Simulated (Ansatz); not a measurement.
# CuSb2 (CdI2 type): a single-point run

Wanted: a converged single-point run for CuSb2 (CdI2 type), and a check of what comes out. The structure is shown as the input types it.

Method: DFT PBE, scalar-relativistic, plane waves, PAW, in Ansatz 0.2.0.

1 further run of the same task is left out (set aside as unsound or not needed). Runs told in other sessions of the task aren't counted.

### 1 The system as given

It takes space group P-3m1 (No. 164, trigonal). The conventional cell has a = 4.032 Å, b = 4.032 Å, c = 4.961 Å, α = 90.00°, β = 90.00°, γ = 120.00°. Around Cu (site symmetry -3m) lie 6 Sb at 2.66 Å. Sb (site symmetry 3m) is surrounded by 3 Cu at 2.66 Å.

As a file:

```xyz
3
Lattice="4.0320 0.0000 0.0000 -2.0160 3.4918 0.0000 0.0000 0.0000 4.9606" Properties=species:S:1:pos:R:3 pbc="T T T"
Cu    0.0000    0.0000    0.0000
Sb    0.0000    2.3279    1.2841
Sb    2.0160    1.1639    3.6765
```

### 2 Running it

File input.yaml:

```yaml
crystal:
  lattice:
    - [4.031968963522, 2.886755491798e-11, 0.0]
    - [-2.015984481786, 3.491787549666, 0.0]
    - [0.0, 0.0, 4.9605841529]
  atoms:
    - { symbol: Cu, position: [0.0, 0.0, 0.0] }
    - { symbol: Sb, position: [0.3333333333333, 0.6666666666667, 0.2588614725] }
    - { symbol: Sb, position: [0.6666666666667, 0.3333333333333, 0.7411385275] }
basis:
  ecutwfc: 420
  ecutrho_ratio: 4
kpoints:
  mp_grid: { grid: [1, 1, 1] }
hamiltonian:
  xc: pbe
scf:
  occupations: { method: gaussian, width: 0.05 }
  max_iter: 50
output:
  forces: true
  stress: true
```

On the command line:

```bash
ansatz run input.yaml --threads 2 --pin off --max-ram 2662MiB --backend cpu --events-out ev --progress --plain --runs-dir out
```

What happens when this is run?

The run converged and reported no error. It gives a pressure of 29 GPa and a largest force of 2.9 eV/Å, which is large; a structure far from rest gives such values too, whatever the setting.

Look at the input: kpoints.mp_grid.grid is [1, 1, 1]. One k-point can't sample the Brillouin zone of so small a cell.

The test: set kpoints.mp_grid.grid to [10, 10, 8].
